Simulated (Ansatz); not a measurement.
# AlF3H3P: a ladder of functionals and wavefunction methods

How much do the methods differ for AlF3H3P? The plan is to run it at one geometry with functionals of several rungs and with coupled cluster. The yardstick is the atomisation energy at the CCSD(T) limit.

Method: functionals in def2-TZVPP, the program's frozen cores in correlated methods; program: Ansatz 0.2.0, Gaussian basis.

Levels to be run: LDA (SPW92), PBE-D4, revPBE-D4, BLYP-D4, r2SCAN-D4, B97M-V, PBE0-D4, B3LYP-D4, r2SCANh-D4, r2SCAN0-D4, HSE06-D4, BHLYP-D4, CAM-B3LYP-D4, LC-ωPBE, ωB97X-V, ωB97M-V, B2PLYP, PBE-QIDH; CCSD(T)/def2-SVP; CCSD(T)/def2-TZVPP; MP2/def2-QZVPP; extrapolation to the limit; RPA on PBE.

### 1 The geometry

The geometry comes from an earlier relaxation with PBE0-D4 in a triple-zeta def2 set; it is a stationary point, not always the lowest conformer.

SMILES `[F][Al-]([F])([F])[PH3+]`, 8 atoms, charge 0, spin multiplicity 1.

Atoms are counted from 1 here; the program's logs count them from 0.

Bond lengths: F1–Al2 1.652 Å, Al2–F3 1.652 Å, Al2–F4 1.652 Å, Al2–P5 2.492 Å, P5–H6 1.407 Å, P5–H7 1.407 Å, P5–H8 1.407 Å. Angles: F1–Al2–F3 117.5°, F1–Al2–F4 117.5°, F1–Al2–P5 99.2°, F3–Al2–F4 117.5°, F3–Al2–P5 99.2°, F4–Al2–P5 99.1°, Al2–P5–H6 117.8°, Al2–P5–H7 117.8°, Al2–P5–H8 117.8°, H6–P5–H7 100.0°, H6–P5–H8 100.0°, H7–P5–H8 100.0°.

### 2 LDA

This LDA is Slater exchange with PW92 correlation.

Contents of in.yaml:

```yaml
crystal:
  periodic: [false, false, false]
  atoms:
    - {symbol: F, position_ang: [-0.395514, -2.177164, 0.721043]}
    - {symbol: Al, position_ang: [0.738936, -1.194770, 0.031547]}
    - {symbol: F, position_ang: [1.998456, -0.701531, 0.979106]}
    - {symbol: F, position_ang: [1.026586, -1.378725, -1.584324]}
    - {symbol: P, position_ang: [-0.562193, 0.929307, -0.037106]}
    - {symbol: H, position_ang: [-1.021969, 1.456985, 1.183122]}
    - {symbol: H, position_ang: [-1.759536, 0.941634, -0.775352]}
    - {symbol: H, position_ang: [0.067433, 2.067065, -0.573634]}
basis:
  gaussian: {orbitals: def2-TZVPP}
hamiltonian: {xc: lda}
output: {orbitals: {seedname: orbitals}}
```

Command:

```bash
ansatz run in.yaml --threads 4 --pin off --events-out ev --progress --plain --max-ram 10444MiB
```

After this run come: PBE-D4 (GGA); revPBE-D4 (GGA); BLYP-D4 (GGA); r2SCAN-D4 (meta-GGA); B97M-V (meta-GGA); B3LYP-D4 (hybrid); r2SCANh-D4 (hybrid); r2SCAN0-D4 (hybrid); HSE06-D4 (hybrid); BHLYP-D4 (hybrid); CAM-B3LYP-D4 (range-separated); LC-ωPBE (range-separated); ωB97X-V (range-separated); ωB97M-V (range-separated); B2PLYP (double hybrid); PBE-QIDH (double hybrid); CCSD(T) in def2-SVP; CCSD(T) in def2-TZVPP; MP2 in def2-QZVPP; RPA on PBE orbitals.

**Question.** What will the summary of the whole plan be? Wanted: atomisation energy, CCSD(T)/CBS; farthest beyond LDA; mean size of error, GGA; mean size of error, meta-GGA; mean size of error, hybrid; mean size of error, range-separated; mean size of error, double hybrid; gap, smallest and largest; T1 diagnostic.

**Answer**, as computed:

| quantity | value |
| --- | --- |
| atomisation energy, CCSD(T)/CBS | 2898.9 kJ/mol |
| functionals within 14.5 kJ/mol (0.5 %) | CAM-B3LYP-D4, ωB97X-V |
| farthest beyond LDA | BHLYP-D4 (-126.5 kJ/mol) |
| mean size of error, GGA | 47.8 kJ/mol |
| mean size of error, meta-GGA | 22.4 kJ/mol |
| mean size of error, hybrid | 78.9 kJ/mol |
| mean size of error, range-separated | 20.2 kJ/mol |
| mean size of error, double hybrid | 65.6 kJ/mol |
| gap, smallest and largest | 6.73 eV (PBE-D4), 14.18 eV (LC-ωPBE) |
| T1 diagnostic | 0.0129 |
| triples share of the correlation energy | 2.8 % |

**Reading.** The LDA atomisation energy is off by 347.5 kJ/mol (12 %): it overbinds. PBE-D4 is off by -19.2 kJ/mol. Double hybrids carry the basis error of their MP2 part in triple zeta, and no dispersion term here, so their miss is partly the set-up's. Taken by rung, range-separated functionals do best (20.2 kJ/mol on average) and hybrid ones worst beyond LDA (78.9 kJ/mol). The gap between the best rungs is small, so their order is not settled. The mean of the hybrids holds BHLYP, with half exact exchange. Misses under about 14.5 kJ/mol are within the doubt on the reference itself, which lacks core-valence correlation, relativity and higher excitations. Hartree-Fock recovers 74 % of the binding; the rest is correlation. CCSD(T) in def2-SVP is off by -230.8 kJ/mol, which most functionals beat. Orbital gaps span 6.7 to 14.2 eV; exact exchange widens them.
